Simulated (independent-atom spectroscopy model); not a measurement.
# Angle-resolved XPS of CaF2 on GaAs

Aim: the ratio of the F 1s peak of the film to the Ga 2p3/2 peak of the substrate as the sample is tilted.

Program: independent-atom spectroscopy model, version 2. Model: angle-resolved photoelectron peak ratio of a uniform film on a substrate: exponential attenuation with lengths from TPP-2M (nominal gaps) and the elastic albedo, Dirac-Hartree-Slater cross sections, magic-angle geometry. All values are calculated.

### Step 1. The sample

2.2 nm of CaF2 (2.8 g/cm³) on GaAs (5.32 g/cm³).

### Step 2. Calculation

Settings:

```json
{
  "film": "CaF2",
  "film_density": 2.8,
  "base": "GaAs",
  "base_density": 5.32,
  "photon_energy": 1486.7,
  "film_peak": "F 1s",
  "base_peak": "Ga 2p3/2",
  "thickness": 2.2,
  "emission_angle": [0, 10, 20, 30, 40, 45, 50, 55]
}
```

Units: film_density in g/cm³, base_density in g/cm³, photon_energy in eV, thickness in nm, emission_angle in degrees.

**Question.** What will these runs give? Wanted: ratio at normal emission; ratio at 55°.

As calculated:

```
                                            quantity    value
                            ratio at normal emission     4.52
                                        ratio at 55°     24.1
attenuation length of the substrate peak in the film  1.16 nm
                          thickness over that length     1.89
```

What this shows: The film is 1.9 attenuation lengths thick, so 15 % of the substrate's signal gets out at 0°. At 55° the ratio is 5.3 times as large, since the way out grows as 1/cos θ. Islands, roughness and grazing exit, where elastic scattering matters more, are outside the model.
